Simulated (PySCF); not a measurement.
# FGaH₅N: electronic excitations at several levels of theory, part 1 of 2

How much do the electronic excitations of FGaH₅N (`[NH3+][GaH2-][F]`) depend on the level of theory, and what does each level cost?

Computed with PySCF 2.14.0, with density-fitted response routines of our own, on a single molecule in the gas phase. Atoms count from 0, in the outputs and in this text.

## 1. The molecule as given

8 atoms, charge 0, multiplicity 1; geometry from: PBE0-D3(BJ)/def2-SVP.

Bonds of the start (Å): N0–Ga1 2.13, Ga1–F2 1.79, N0–H3 1.02, N0–H4 1.02, N0–H5 1.02, Ga1–H6 1.57, Ga1–H7 1.57.

## 2. Ultraviolet spectrum: B3LYP/def2-SVPD

What the job is given:

```
{"job": {"kind": "uv", "xc": "B3LYP", "basis": "def2-SVPD", "ip": true}, "charge": 0, "multiplicity": 1}
N      1.023293     0.027329     0.030334
Ga    -1.098965    -0.185098     0.028253
F     -1.281326     1.398997    -0.780742
H      1.553972    -0.734951     0.451133
H      1.336172     0.139630    -0.934388
H      1.256967     0.889097     0.524321
H     -1.431822    -0.143753     1.566303
H     -1.303373    -1.410860    -0.938069
```

Level: TDDFT B3LYP/def2-SVPD, vertical, gas phase, core orbitals frozen in the response.

Command:

```bash
$ OMP_NUM_THREADS=1 python probes_run.py task.json out
```

The driver reads the jobs from task.json and runs them one after another.

Log:

```text
coarse grid: 30200 points
cycle   1  E = -2082.1158942528  dE = -5.628e-01  |g| = 8.086e-01  |ddm| = 3.160e+00
cycle   2  E = -2081.8226513108  dE =  2.932e-01  |g| = 1.580e+00  |ddm| = 1.873e+00
cycle   3  E = -2082.2151361159  dE = -3.925e-01  |g| = 1.887e-01  |ddm| = 1.393e+00
cycle   4  E = -2082.2201504247  dE = -5.014e-03  |g| = 5.149e-02  |ddm| = 1.814e-01
cycle   5  E = -2082.2205250884  dE = -3.747e-04  |g| = 9.283e-03  |ddm| = 4.586e-02
cycle   6  E = -2082.2205436687  dE = -1.858e-05  |g| = 3.982e-03  |ddm| = 1.143e-02
cycle   7  E = -2082.2205465782  dE = -2.909e-06  |g| = 4.974e-04  |ddm| = 3.492e-03
final grid: 62752 points
cycle   8  E = -2082.2204965101  dE = -8.568e-09  |g| = 6.866e-04  |ddm| = 3.172e-03
cycle   9  E = -2082.2204963909  dE =  1.192e-07  |g| = 1.099e-03  |ddm| = 1.335e-03
cycle  10  E = -2082.2204965867  dE = -1.958e-07  |g| = 9.715e-05  |ddm| = 7.569e-04
cycle  11  E = -2082.2204965881  dE = -1.431e-09  |g| = 1.243e-05  |ddm| = 9.360e-05
cycle  12  E = -2082.2204965881  dE = -4.002e-11  |g| = 2.347e-06  |ddm| = 1.385e-05
converged SCF energy = -2082.2204965881

Static polarisability (au): isotropic 43.342, principal 40.389 44.710 44.926

Singlet excitations
state   eV       nm        f      main configurations
  1   6.0295    205.6   0.00675   H->L 0.99
  2   7.0216    176.6   0.00079   H->L+1 0.98
  3   7.3079    169.7   0.11572   H-1->L 0.98
  4   7.5630    163.9   0.07419   H->L+2 0.90, H->L+3 0.09
  5   7.9493    156.0   0.20853   H->L+3 0.83, H->L+2 0.08
  6   7.9760    155.4   0.00050   H-2->L 0.96
  7   8.0617    153.8   0.02366   H-3->L 0.95
  8   8.1974    151.2   0.00205   H->L+4 0.98
  9   8.3469    148.5   0.04772   H-1->L+1 0.85
 10   8.4620    146.5   0.04416   H->L+5 0.94

Triplet excitations (Tamm-Dancoff, eV): 5.8877 6.6408 6.9725 6.9809
Vertical ionisation energy (delta-SCF) = 10.2142 eV
```

It took 11 s on 1 thread of Arm Neoverse V2, shared host; peak memory 0.54 GiB.

Frontier orbitals and where they lie:

| orbital | eV | atoms |
| --- | --- | --- |
| HOMO−3 | -9.67 | F2 83 %, Ga1 9 % |
| HOMO−2 | -9.55 | F2 74 %, Ga1 14 %, H7 5 % |
| HOMO−1 | -8.87 | F2 38 %, Ga1 22 %, N0 16 % |
| HOMO | -7.63 | Ga1 35 %, H6 24 %, H7 24 % |
| LUMO | -0.76 | Ga1 28 %, H3 17 %, N0 17 % |
| LUMO+1 | 0.45 | Ga1 57 %, F2 10 %, H7 10 % |
| LUMO+2 | 0.82 | Ga1 56 %, H7 13 %, H6 13 % |

With each of the 10 states as a Gaussian band of 0.4 eV half-width at 1/e, the curve within the window shown has maxima at 206 nm (ε 270), 157 nm (ε 12,000) L/(mol cm). Beyond the last state computed it falls off for lack of states. The curve at chosen wavelengths:

```json
{"nm": "142", "ε (L/mol/cm)": "1870"}
{"nm": "145", "ε (L/mol/cm)": "3935"}
{"nm": "149", "ε (L/mol/cm)": "7415"}
{"nm": "152", "ε (L/mol/cm)": "10008"}
{"nm": "156", "ε (L/mol/cm)": "11960"}
{"nm": "159", "ε (L/mol/cm)": "11710"}
{"nm": "163", "ε (L/mol/cm)": "10257"}
{"nm": "166", "ε (L/mol/cm)": "9149"}
{"nm": "170", "ε (L/mol/cm)": "7461"}
{"nm": "173", "ε (L/mol/cm)": "5783"}
{"nm": "176", "ε (L/mol/cm)": "3969"}
{"nm": "180", "ε (L/mol/cm)": "1963"}
{"nm": "183", "ε (L/mol/cm)": "1003"}
{"nm": "187", "ε (L/mol/cm)": "362"}
{"nm": "190", "ε (L/mol/cm)": "185"}
{"nm": "194", "ε (L/mol/cm)": "145"}
{"nm": "197", "ε (L/mol/cm)": "178"}
{"nm": "200", "ε (L/mol/cm)": "224"}
{"nm": "204", "ε (L/mol/cm)": "267"}
{"nm": "207", "ε (L/mol/cm)": "272"}
{"nm": "211", "ε (L/mol/cm)": "242"}
{"nm": "214", "ε (L/mol/cm)": "201"}
{"nm": "218", "ε (L/mol/cm)": "139"}
{"nm": "221", "ε (L/mol/cm)": "97"}
{"nm": "225", "ε (L/mol/cm)": "55"}
{"nm": "228", "ε (L/mol/cm)": "33"}
```

Further results of this job:

| property | computed |
| --- | --- |
| dipole moment (D) | 5.54 |
| polarisability (Å³) | 6.42 |
| HOMO–LUMO gap (eV) | 6.87 |
| −ε(HOMO) (eV) | 7.63 |

## 3. TDDFT and polarisability: PBE0/def2-SVPD

Same as in step 2 but for these lines:

```diff
@@ -1,2 +1,2 @@
-{"job": {"kind": "uv", "xc": "B3LYP", "basis": "def2-SVPD", "ip": true}, "charge": 0, "multiplicity": 1}
+{"job": {"kind": "uv", "xc": "PBE0", "basis": "def2-SVPD", "ip": true}, "charge": 0, "multiplicity": 1}
 N      1.023293     0.027329     0.030334
```

Method: TDDFT PBE0/def2-SVPD, vertical, gas phase, core orbitals frozen in the response.

Log:

```text
coarse grid: 30200 points
cycle   1  E = -2081.6578063071  dE = -5.930e-01  |g| = 7.417e-01  |ddm| = 3.165e+00
cycle   2  E = -2081.4665626932  dE =  1.912e-01  |g| = 1.331e+00  |ddm| = 1.600e+00
cycle   3  E = -2081.7459890662  dE = -2.794e-01  |g| = 1.314e-01  |ddm| = 1.118e+00
cycle   4  E = -2081.7483440303  dE = -2.355e-03  |g| = 4.339e-02  |ddm| = 1.325e-01
cycle   5  E = -2081.7486042213  dE = -2.602e-04  |g| = 5.671e-03  |ddm| = 3.741e-02
cycle   6  E = -2081.7486114650  dE = -7.244e-06  |g| = 2.153e-03  |ddm| = 8.235e-03
final grid: 62752 points
cycle   7  E = -2081.7485686412  dE =  6.596e-07  |g| = 2.859e-03  |ddm| = 4.294e-03
cycle   8  E = -2081.7485672251  dE =  1.416e-06  |g| = 3.911e-03  |ddm| = 5.241e-03
cycle   9  E = -2081.7485702190  dE = -2.994e-06  |g| = 2.186e-04  |ddm| = 3.099e-03
cycle  10  E = -2081.7485702266  dE = -7.550e-09  |g| = 1.973e-05  |ddm| = 1.480e-04
cycle  11  E = -2081.7485702266  dE = -7.549e-11  |g| = 4.920e-06  |ddm| = 2.211e-05
converged SCF energy = -2081.7485702266

Static polarisability (au): isotropic 42.758, principal 39.909 43.879 44.487

Singlet excitations
state   eV       nm        f      main configurations
  1   6.3116    196.4   0.00965   H->L 0.97
  2   7.1741    172.8   0.00297   H->L+1 0.96
  3   7.6276    162.5   0.13277   H-1->L 0.98
  4   7.7387    160.2   0.05807   H->L+2 0.95
  5   8.1833    151.5   0.27548   H->L+3 0.93
  6   8.3550    148.4   0.00536   H-2->L 0.88, H-1->L+1 0.08
  7   8.4715    146.4   0.01301   H-3->L 0.96
  8   8.5088    145.7   0.00336   H->L+4 0.94
  9   8.5738    144.6   0.05039   H-1->L+1 0.76
 10   8.7561    141.6   0.02637   H->L+5 0.92

Triplet excitations (Tamm-Dancoff, eV): 6.0934 6.7935 7.0433 7.2061
Vertical ionisation energy (delta-SCF) = 10.1944 eV
```

It took 11 s on 1 thread of Arm Neoverse V2, shared host; peak memory 0.55 GiB.

This run: HOMO -7.81 eV, LUMO -0.42 eV; lowest singlet 6.31 eV.

## 4. TDDFT and polarisability: BHandHLYP/def2-SVPD

Same as in step 3 but for these lines:

```diff
@@ -1,2 +1,2 @@
-{"job": {"kind": "uv", "xc": "PBE0", "basis": "def2-SVPD", "ip": true}, "charge": 0, "multiplicity": 1}
+{"job": {"kind": "uv", "xc": "BHandHLYP", "basis": "def2-SVPD", "ip": true}, "charge": 0, "multiplicity": 1}
 N      1.023293     0.027329     0.030334
```

With the program's defaults for keys left out, this is: TDDFT BHandHLYP/def2-SVPD, vertical, gas phase, core orbitals frozen in the response.

Log:

```text
coarse grid: 30200 points
cycle   1  E = -2081.9848488779  dE = -6.530e-01  |g| = 6.654e-01  |ddm| = 3.134e+00
cycle   2  E = -2081.9422135799  dE =  4.264e-02  |g| = 8.910e-01  |ddm| = 1.085e+00
cycle   3  E = -2082.0646997132  dE = -1.225e-01  |g| = 4.939e-02  |ddm| = 6.313e-01
cycle   4  E = -2082.0650349373  dE = -3.352e-04  |g| = 2.868e-02  |ddm| = 8.677e-02
cycle   5  E = -2082.0651430905  dE = -1.082e-04  |g| = 3.699e-03  |ddm| = 2.170e-02
cycle   6  E = -2082.0651459307  dE = -2.840e-06  |g| = 5.102e-04  |ddm| = 6.625e-03
final grid: 62752 points
cycle   7  E = -2082.0651125377  dE = -9.058e-08  |g| = 3.967e-04  |ddm| = 2.163e-03
cycle   8  E = -2082.0651125370  dE =  6.376e-10  |g| = 4.457e-04  |ddm| = 7.288e-04
cycle   9  E = -2082.0651125692  dE = -3.220e-08  |g| = 3.189e-05  |ddm| = 3.150e-04
cycle  10  E = -2082.0651125695  dE = -2.710e-10  |g| = 1.731e-05  |ddm| = 4.307e-05
converged SCF energy = -2082.0651125695

Static polarisability (au): isotropic 40.806, principal 38.026 42.161 42.231

Singlet excitations
state   eV       nm        f      main configurations
  1   6.9486    178.4   0.01779   H->L 0.85, H->L+1 0.10
  2   7.6526    162.0   0.01770   H->L+1 0.75, H->L+2 0.10, H->L 0.10
  3   8.1919    151.3   0.04009   H->L+2 0.82, H->L+1 0.10
  4   8.3243    148.9   0.18953   H-1->L 0.90
  5   8.7228    142.1   0.39948   H->L+3 0.93
  6   9.2194    134.5   0.09548   H-1->L+1 0.44, H->L+4 0.20, H-1->L+2 0.12
  7   9.2404    134.2   0.04883   H->L+4 0.72, H-1->L+1 0.20
  8   9.4910    130.6   0.01576   H->L+5 0.85
  9   9.5697    129.6   0.03065   H-2->L 0.49, H->L+6 0.15, H-1->L+1 0.12
 10   9.6566    128.4   0.12441   H->L+6 0.72, H-2->L 0.12

Triplet excitations (Tamm-Dancoff, eV): 6.6139 7.3234 7.3965 7.7799
Vertical ionisation energy (delta-SCF) = 10.4407 eV
```

Wall time 12 s (1 thread of Arm Neoverse V2, shared host); peak memory 0.55 GiB.

This run: HOMO -9.10 eV, LUMO 0.08 eV; lowest singlet 6.95 eV.

## 5. Excited states and response: CAM-B3LYP/def2-SVPD

Same as in step 4 but for these lines:

```diff
@@ -1,2 +1,2 @@
-{"job": {"kind": "uv", "xc": "BHandHLYP", "basis": "def2-SVPD", "ip": true}, "charge": 0, "multiplicity": 1}
+{"job": {"kind": "uv", "xc": "CAM-B3LYP", "basis": "def2-SVPD", "ip": true}, "charge": 0, "multiplicity": 1}
 N      1.023293     0.027329     0.030334
```

Level: TDDFT CAM-B3LYP/def2-SVPD, vertical, gas phase, core orbitals frozen in the response.

Log:

```text
coarse grid: 30200 points
cycle   1  E = -2082.1398232891  dE = -6.216e-01  |g| = 7.590e-01  |ddm| = 3.076e+00
cycle   2  E = -2082.0436248394  dE =  9.620e-02  |g| = 1.143e+00  |ddm| = 1.313e+00
cycle   3  E = -2082.2350877009  dE = -1.915e-01  |g| = 8.356e-02  |ddm| = 8.275e-01
cycle   4  E = -2082.2359221900  dE = -8.345e-04  |g| = 4.055e-02  |ddm| = 1.101e-01
cycle   5  E = -2082.2361434375  dE = -2.212e-04  |g| = 3.493e-03  |ddm| = 3.232e-02
cycle   6  E = -2082.2361469995  dE = -3.562e-06  |g| = 5.531e-04  |ddm| = 9.323e-03
final grid: 62752 points
cycle   7  E = -2082.2360933334  dE = -1.465e-07  |g| = 4.381e-04  |ddm| = 2.539e-03
cycle   8  E = -2082.2360933251  dE =  8.231e-09  |g| = 5.554e-04  |ddm| = 9.185e-04
cycle   9  E = -2082.2360933707  dE = -4.553e-08  |g| = 4.105e-05  |ddm| = 3.988e-04
cycle  10  E = -2082.2360933711  dE = -4.065e-10  |g| = 2.240e-05  |ddm| = 7.154e-05
converged SCF energy = -2082.2360933711

Static polarisability (au): isotropic 42.592, principal 39.790 43.946 44.041

Singlet excitations
state   eV       nm        f      main configurations
  1   6.6619    186.1   0.01692   H->L 0.83, H->L+1 0.12
  2   7.3195    169.4   0.01118   H->L+1 0.70, H->L+2 0.13, H->L 0.11
  3   7.8703    157.5   0.04863   H->L+2 0.76, H->L+1 0.13
  4   7.9462    156.0   0.17075   H-1->L 0.90
  5   8.4491    146.7   0.36285   H->L+3 0.91
  6   8.6856    142.7   0.06279   H-1->L+1 0.51, H-2->L 0.21, H-1->L+2 0.15
  7   8.8968    139.4   0.01611   H->L+4 0.59, H-2->L 0.18, H-1->L+1 0.11
  8   9.0095    137.6   0.02229   H-3->L 0.65, H->L+5 0.20
  9   9.0114    137.6   0.00329   H-2->L 0.42, H->L+4 0.30
 10   9.2393    134.2   0.00109   H->L+5 0.50, H-3->L 0.19, H->L+7 0.10

Triplet excitations (Tamm-Dancoff, eV): 6.3556 7.0259 7.2117 7.4609
Vertical ionisation energy (delta-SCF) = 10.4050 eV
```

It took 14 s on 1 thread of Arm Neoverse V2, shared host; peak memory 0.55 GiB.

In short: HOMO -9.23 eV, LUMO 0.22 eV; lowest singlet 6.66 eV.

## 6. Ultraviolet spectrum: wB97X-D/def2-SVPD

Same as in step 5 but for these lines:

```diff
@@ -1,2 +1,2 @@
-{"job": {"kind": "uv", "xc": "CAM-B3LYP", "basis": "def2-SVPD", "ip": true}, "charge": 0, "multiplicity": 1}
+{"job": {"kind": "uv", "xc": "wB97X-D", "basis": "def2-SVPD", "ip": true}, "charge": 0, "multiplicity": 1}
 N      1.023293     0.027329     0.030334
```

Method: TDDFT wB97X-D/def2-SVPD, vertical, gas phase, core orbitals frozen in the response.

Log:

```text
coarse grid: 30200 points
cycle   1  E = -2082.0872925520  dE = -6.452e-01  |g| = 7.438e-01  |ddm| = 3.079e+00
cycle   2  E = -2082.0324874092  dE =  5.481e-02  |g| = 1.021e+00  |ddm| = 1.235e+00
cycle   3  E = -2082.1838856078  dE = -1.514e-01  |g| = 5.459e-02  |ddm| = 7.135e-01
cycle   4  E = -2082.1843190621  dE = -4.335e-04  |g| = 3.629e-02  |ddm| = 1.041e-01
cycle   5  E = -2082.1845063548  dE = -1.873e-04  |g| = 4.319e-03  |ddm| = 2.882e-02
cycle   6  E = -2082.1845120808  dE = -5.726e-06  |g| = 9.626e-04  |ddm| = 1.198e-02
final grid: 62752 points
cycle   7  E = -2082.1847302905  dE = -7.128e-07  |g| = 1.197e-03  |ddm| = 4.511e-03
cycle   8  E = -2082.1847302188  dE =  7.173e-08  |g| = 1.469e-03  |ddm| = 1.886e-03
cycle   9  E = -2082.1847305503  dE = -3.315e-07  |g| = 7.779e-05  |ddm| = 9.076e-04
cycle  10  E = -2082.1847305523  dE = -2.029e-09  |g| = 4.974e-05  |ddm| = 1.390e-04
cycle  11  E = -2082.1847305531  dE = -7.640e-10  |g| = 7.588e-06  |ddm| = 8.589e-05
converged SCF energy = -2082.1847305531

Static polarisability (au): isotropic 42.533, principal 39.747 43.843 44.008

Singlet excitations
state   eV       nm        f      main configurations
  1   6.8515    181.0   0.02222   H->L 0.71, H->L+1 0.20
  2   7.4817    165.7   0.03144   H->L+1 0.45, H->L+2 0.27, H->L 0.20
  3   7.9169    156.6   0.04412   H->L+2 0.59, H->L+1 0.29
  4   8.2181    150.9   0.19543   H-1->L 0.85
  5   8.6063    144.1   0.38744   H->L+3 0.89
  6   8.8226    140.5   0.08139   H-1->L+1 0.38, H-1->L+2 0.35, H-2->L 0.14
  7   9.0984    136.3   0.00226   H-2->L 0.38, H->L+4 0.28, H-1->L+1 0.09
  8   9.2068    134.7   0.01415   H-3->L 0.65, H->L+5 0.15, H-3->L+1 0.10
  9   9.2285    134.3   0.04852   H->L+4 0.48, H-2->L 0.14, H-2->L+1 0.11
 10   9.4057    131.8   0.20223   H-1->L+2 0.31, H->L+6 0.26, H-1->L+1 0.21

Triplet excitations (Tamm-Dancoff, eV): 6.6177 7.3245 7.5164 7.6977
Vertical ionisation energy (delta-SCF) = 10.3777 eV
```

It took 13 s on 1 thread of Arm Neoverse V2, shared host; peak memory 0.55 GiB.

This run: HOMO -9.72 eV, LUMO 1.21 eV; lowest singlet 6.85 eV.

## 7. Excited states and response: LC-wPBE/def2-SVPD

Same as in step 6 but for these lines:

```diff
@@ -1,2 +1,2 @@
-{"job": {"kind": "uv", "xc": "wB97X-D", "basis": "def2-SVPD", "ip": true}, "charge": 0, "multiplicity": 1}
+{"job": {"kind": "uv", "xc": "LC-wPBE", "basis": "def2-SVPD", "ip": true}, "charge": 0, "multiplicity": 1}
 N      1.023293     0.027329     0.030334
```

Method: TDDFT LC-wPBE/def2-SVPD, vertical, gas phase, core orbitals frozen in the response.

Log:

```text
coarse grid: 30200 points
cycle   1  E = -2081.7363014932  dE = -6.680e-01  |g| = 7.808e-01  |ddm| = 3.014e+00
cycle   2  E = -2081.7064251108  dE =  2.988e-02  |g| = 9.833e-01  |ddm| = 1.189e+00
cycle   3  E = -2081.8399623312  dE = -1.335e-01  |g| = 4.954e-02  |ddm| = 6.680e-01
cycle   4  E = -2081.8404735551  dE = -5.112e-04  |g| = 3.536e-02  |ddm| = 1.133e-01
cycle   5  E = -2081.8406445718  dE = -1.710e-04  |g| = 5.894e-03  |ddm| = 3.066e-02
cycle   6  E = -2081.8406540643  dE = -9.492e-06  |g| = 1.007e-03  |ddm| = 1.478e-02
final grid: 62752 points
cycle   7  E = -2081.8405840458  dE = -4.373e-07  |g| = 8.401e-04  |ddm| = 2.776e-03
cycle   8  E = -2081.8405840965  dE = -5.065e-08  |g| = 8.706e-04  |ddm| = 1.528e-03
cycle   9  E = -2081.8405842125  dE = -1.160e-07  |g| = 8.620e-05  |ddm| = 5.520e-04
cycle  10  E = -2081.8405842150  dE = -2.510e-09  |g| = 5.905e-05  |ddm| = 1.789e-04
cycle  11  E = -2081.8405842161  dE = -1.071e-09  |g| = 4.711e-06  |ddm| = 1.229e-04
cycle  12  E = -2081.8405842161  dE = -2.683e-11  |g| = 1.141e-06  |ddm| = 1.184e-05
converged SCF energy = -2081.8405842161

Static polarisability (au): isotropic 41.587, principal 39.112 42.609 43.040

Singlet excitations
state   eV       nm        f      main configurations
  1   7.2626    170.7   0.01870   H->L 0.38, H->L+1 0.36, H->L+2 0.11
  2   7.8661    157.6   0.06012   H->L+2 0.37, H->L 0.37, H->L+1 0.12
  3   8.2985    149.4   0.04786   H->L+1 0.38, H->L+2 0.36, H->L 0.12
  4   8.6749    142.9   0.24002   H-1->L 0.69, H-1->L+1 0.14
  5   9.0969    136.3   0.44754   H->L+3 0.79, H->L 0.08
  6   9.1099    136.1   0.08067   H-1->L+2 0.41, H-1->L+1 0.24
  7   9.6219    128.9   0.00924   H->L+4 0.38, H-2->L 0.19, H-1->L+3 0.08
  8   9.6919    127.9   0.23839   H-2->L+1 0.16, H-2->L+2 0.16, H->L+6 0.14
  9   9.7706    126.9   0.00566   H-3->L+1 0.32, H-3->L+2 0.25, H->L+7 0.11
 10   9.8509    125.9   0.03039   H-3->L 0.52, H->L+5 0.22

Triplet excitations (Tamm-Dancoff, eV): 6.6980 7.3553 7.6486 7.8833
Vertical ionisation energy (delta-SCF) = 10.5624 eV
```

Run time: 18 s. Hardware: 1 thread of Arm Neoverse V2, shared host; peak memory 0.55 GiB.

In short: HOMO -10.57 eV, LUMO 1.30 eV; lowest singlet 7.26 eV.

## 8. Excited states and response: PBE0/6-31G*

Same as in step 7 but for these lines:

```diff
@@ -1,2 +1,2 @@
-{"job": {"kind": "uv", "xc": "LC-wPBE", "basis": "def2-SVPD", "ip": true}, "charge": 0, "multiplicity": 1}
+{"job": {"kind": "uv", "xc": "PBE0", "basis": "6-31G*"}, "charge": 0, "multiplicity": 1}
 N      1.023293     0.027329     0.030334
```

With the program's defaults for keys left out, this is: TDDFT PBE0/6-31G*, vertical, gas phase, core orbitals frozen in the response.

Log:

```text
coarse grid: 30200 points
cycle   1  E = -2081.6999215941  dE = -5.437e-01  |g| = 7.997e-01  |ddm| = 2.324e+00
cycle   2  E = -2081.4673719761  dE =  2.325e-01  |g| = 1.444e+00  |ddm| = 1.673e+00
cycle   3  E = -2081.8003593707  dE = -3.330e-01  |g| = 1.295e-01  |ddm| = 1.204e+00
cycle   4  E = -2081.8026745451  dE = -2.315e-03  |g| = 5.634e-02  |ddm| = 1.111e-01
cycle   5  E = -2081.8031088019  dE = -4.343e-04  |g| = 6.365e-03  |ddm| = 3.344e-02
cycle   6  E = -2081.8031180323  dE = -9.230e-06  |g| = 2.005e-03  |ddm| = 6.701e-03
final grid: 62752 points
cycle   7  E = -2081.8030914572  dE =  5.186e-07  |g| = 2.633e-03  |ddm| = 2.916e-03
cycle   8  E = -2081.8030903496  dE =  1.108e-06  |g| = 3.580e-03  |ddm| = 3.900e-03
cycle   9  E = -2081.8030927319  dE = -2.382e-06  |g| = 2.055e-04  |ddm| = 2.323e-03
cycle  10  E = -2081.8030927386  dE = -6.721e-09  |g| = 1.606e-05  |ddm| = 1.477e-04
cycle  11  E = -2081.8030927387  dE = -5.230e-11  |g| = 4.382e-06  |ddm| = 1.461e-05
converged SCF energy = -2081.8030927387

Static polarisability (au): isotropic 33.109, principal 30.940 33.418 34.970

Singlet excitations
state   eV       nm        f      main configurations
  1   6.5231    190.1   0.00192   H->L 0.98
  2   7.3979    167.6   0.00489   H->L+1 0.97
  3   7.8392    158.2   0.11990   H-1->L 0.97
  4   8.2864    149.6   0.02023   H-2->L 0.92
  5   8.3330    148.8   0.00337   H-3->L 0.88, H->L+2 0.10
  6   8.4056    147.5   0.05572   H-1->L+1 0.83, H-2->L+1 0.09
  7   8.4480    146.8   0.00728   H->L+2 0.83, H-3->L 0.10
  8   9.0341    137.2   0.02586   H->L+3 0.82, H-2->L+1 0.12
  9   9.0943    136.3   0.12268   H-4->L 0.59, H-2->L+1 0.29
 10   9.1122    136.1   0.02290   H-3->L+1 0.95

Triplet excitations (Tamm-Dancoff, eV): 6.2854 7.0196 7.2867 7.8230
```

Wall time 3.5 s (1 thread of Arm Neoverse V2, shared host); peak memory 0.55 GiB.

In short: HOMO -7.54 eV, LUMO 0.25 eV; lowest singlet 6.52 eV.

(Continued in part 2 of 2.)
